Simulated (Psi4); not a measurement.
# B3LYP/6-31G(d) (density fitting, Cartesian functions, sweep point 2) run of BSiH4ClO2 (SMILES OB(Cl)O[SiH3])

Aim: the energy of BSiH4ClO2. Input form: a Python script.

Program for the calculation: Psi4 1.11.

7 further runs of the same task are left out: 1 that didn't finish, 6 set aside as unsound or not needed.

## 1. The molecule

BSiH4ClO2: 9 atoms, total charge 0, spin state singlet. As SMILES, `OB(Cl)O[SiH3]`. The shape is that of a PBE0-D4/def2-TZVP optimisation. This is one conformer, not always the lowest.

Bond lengths: O1–B2 1.356 Å, B2–Cl3 1.775 Å, B2–O4 1.343 Å, O4–Si5 1.659 Å, O1–H6 0.960 Å, Si5–H7 1.480 Å, Si5–H8 1.483 Å, Si5–H9 1.483 Å. Some angles: O1–B2–Cl3 120.2°, O1–B2–O4 120.7°, Cl3–B2–O4 119.1°, B2–O4–Si5 131.7°, B2–O1–H6 113.7°, O4–Si5–H7 106.2°, O4–Si5–H8 110.0°, O4–Si5–H9 110.0°, H7–Si5–H8 110.2°, H7–Si5–H9 110.2°.

## 2. A single-point energy at B3LYP/6-31G(d) (density fitting, Cartesian functions, sweep point 2)

Input file calc.py:

```python
import psi4

psi4.set_memory(1600000000)
psi4.set_num_threads(1)
psi4.set_output_file('run.log', False)

molecule = psi4.geometry("""
0 1
O     -1.488800     0.491100     0.723100
B     -0.230000     0.993200     0.686000
Cl     0.150700     2.510600     1.524900
O      0.744500     0.354700     0.017900
Si     0.741000    -1.054400    -0.858000
H     -2.103900     1.027600     1.228100
H      2.126200    -1.243000    -1.344100
H     -0.193300    -0.936400    -2.003700
H      0.342200    -2.189700     0.008800
symmetry c1
""")

psi4.set_options(dict(basis='6-31G*', scf_type='df', soscf=True))

result = psi4.energy("B3LYP")
print(f'total energy {result:.8f} hartree = {result * 27.211386:.5f} eV')
```

On the command line:

```console
$ python calc.py
```

Q: Predict the results. Wanted: total energy; dipole moment; HOMO energy; LUMO energy; HOMO–LUMO gap.

**Answer.** As computed:

Level: B3LYP/6-31G* (density fitting, Cartesian functions, sweep point 2).

| quantity | value |
| --- | --- |
| total energy | -927.57431 Eh |
| dipole moment | 1.67 D |
| HOMO energy | -8.62 eV |
| LUMO energy | 0.23 eV |
| HOMO–LUMO gap | 8.85 eV |
